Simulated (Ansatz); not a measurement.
# Pt: the cost of one run

Computed with Ansatz 0.2.0 (DFT r2SCAN, scalar-relativistic, plane waves, PAW, unless a step's input says otherwise).

### 1 The starting structure

It takes space group R-3m (No. 166, trigonal). The conventional cell has a = 2.975 Å, b = 2.975 Å, c = 21.570 Å, α = 90.00°, β = 90.00°, γ = 120.00°. Around Pt (site symmetry -3m) lie 12 Pt at 2.95 to 2.98 Å. Pt (site symmetry 3m) is surrounded by 12 Pt at 2.95 to 2.98 Å.

As a file:

```xyz
3
Lattice="1.4877 0.8589 7.1899 -1.4877 0.8589 7.1899 0.0000 -1.7178 7.1899" Properties=species:S:1:pos:R:3 pbc="T T T"
Pt    0.0000    0.0000    0.0000
Pt    0.0000    0.0000    4.7932
Pt    0.0000    0.0000   16.7766
```

(A quick probe on a coarse mesh, which set the mesh and smearing, is not shown.)

### 3 Rough relaxation on the coarse mesh

input.yaml

```yaml
crystal:
  lattice:
    - [1.4876971135, 0.8589223289, 7.1899468003]
    - [-1.4876971135, 0.8589223289, 7.1899468003]
    - [0.0, -1.717844658, 7.1899468003]
  atoms:
    - { symbol: Pt, position: [0.0, 0.0, 0.0] }
    - { symbol: Pt, position: [0.22222, 0.22222, 0.22222] }
    - { symbol: Pt, position: [0.77778, 0.77778, 0.77778] }
basis:
  ecutwfc: 500
kpoints:
  mp_grid: { grid: [6, 6, 6] }
hamiltonian:
  xc: r2scan
scf:
  occupations: { method: gaussian, width: 0.1 }
  lower_state_search: "off"
output:
  forces: true
  stress: true
  eigenvalues: true
relax:
  adjacent_minimum: "off"
  f_tol: 0.04
  max_steps: 70
  cell: { stress_tol: 0.4 }
```

**Question.** How long does this run take on 4 threads of an Arm CPU, shared host, and how much memory does it need?

About 13 s, with a peak of 0.51 GiB.
